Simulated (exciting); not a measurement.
**CoH under changes of volume**

One of the cells (6.260 Å³/atom); the others are scaled copies at fixed shape and fractional positions:

```xyz
2
Lattice="0.0000 1.8430 1.8430 1.8430 0.0000 1.8430 1.8430 1.8430 0.0000" Properties=species:S:1:pos:R:3 pbc="T T T"
Co    0.0000    0.0000    0.0000
H     1.8430    1.8430    1.8430
```

The cell comes from a database or a generator and needn't be the stable form of this composition.

| Item | Value |
| --- | --- |
| Program | exciting (release sodium) |
| Functional | PBEsol |
| Potentials or basis | all-electron LAPW+lo, shipped species files, valence relativity zora |
| rgkmax | 5 |
| k mesh | 12 × 12 × 12 |
| Occupations | fermi-dirac, width 0.05 eV |
| Spin | collinear spin, ferromagnetic start |

```csv
volume (Å³/atom),energy over the lowest point (meV/atom),moment (μB per cell)
5.884,6.04,1.07
6.009,1.35,1.11
6.134,0.00,1.13
6.260,?,?
6.385,10.72,1.17
6.510,19.94,1.18
6.635,31.07,1.20
```

Q: What does the run at 6.260 Å³/atom give?

A: Energy over the lowest point 2.65 meV/atom; moment 1.15 μB per cell.

Worked out: A Birch-Murnaghan fit of order 3 (a polynomial in V^(-2/3)) to the other rows has its minimum at 6.08 Å³/atom with B0 = V·E''(V) = 266 GPa (rough, since the energies scatter). It gives 3.93 meV/atom at 6.260 Å³/atom, against the run's 2.65. A parabola through the other rows of the moment, of slope 0.162 μB per Å³/atom there, gives 1.15 μB, against the run's 1.15.

Energies are extrapolated to zero smearing.

Caveats: the free energy is that total less TS from the occupations.
